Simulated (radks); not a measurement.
# Ga³⁺ in [Ar] 3d10: an all-electron calculation

The task here is to estimate one member of a computed series from the others.

Method: scalar-relativistic Kohn-Sham, PBEsol, spin-unpolarised, spherical densities, finite nucleus. Code: radks (a radial shooting solver on a logarithmic mesh, Libxc functionals) version 1.

## The system

```
element            : gallium (Z = 31)
charge             : +3
electrons          : 28
configuration      : [Ar] 3d10
nuclear rms radius : 3.9973 fm
```

Outer shells as boxes (Hund's rule):

Ga³⁺
```
[Ar] core
3d [↑↓][↑↓][↑↓][↑↓][↑↓]
```

The first run:

Input:

```text
Z 31
configuration [Ar] 3d10
relativity scalar-relativistic
functional pbe_sol,pbe_sol
spin unpolarised
nucleus finite rms 3.9973 fm
c 137.035999084
```

On the command line:

```console
python run_ks.py task.json out
```

This one command runs every case of the session in turn.

Among the steps run: Self-consistent calculation.

One of the session's tables, all rows but one given; the rest of the session is left out.

It belongs to the step «Shells». Radial moments (bohr):

```
level     <r>  outermost maximum (interpolated)  90 % within  nodes
   1s       ?                                 ?            ?      ?
   2s  0.2180                             0.183        0.337      1
   2p  0.1908                             0.146        0.312      0
   3s  0.6525                             0.565        0.978      2
   3p  0.6792                             0.567         1.05      1
   3d  0.7867                             0.533         1.34      0
```

Estimate the missing values for 1s.

As computed: <r>: 0.04863; outermost maximum (interpolated): 0.0318; 90 % within: 0.0869; nodes: 0. In the column «<r>» it is the lowest.
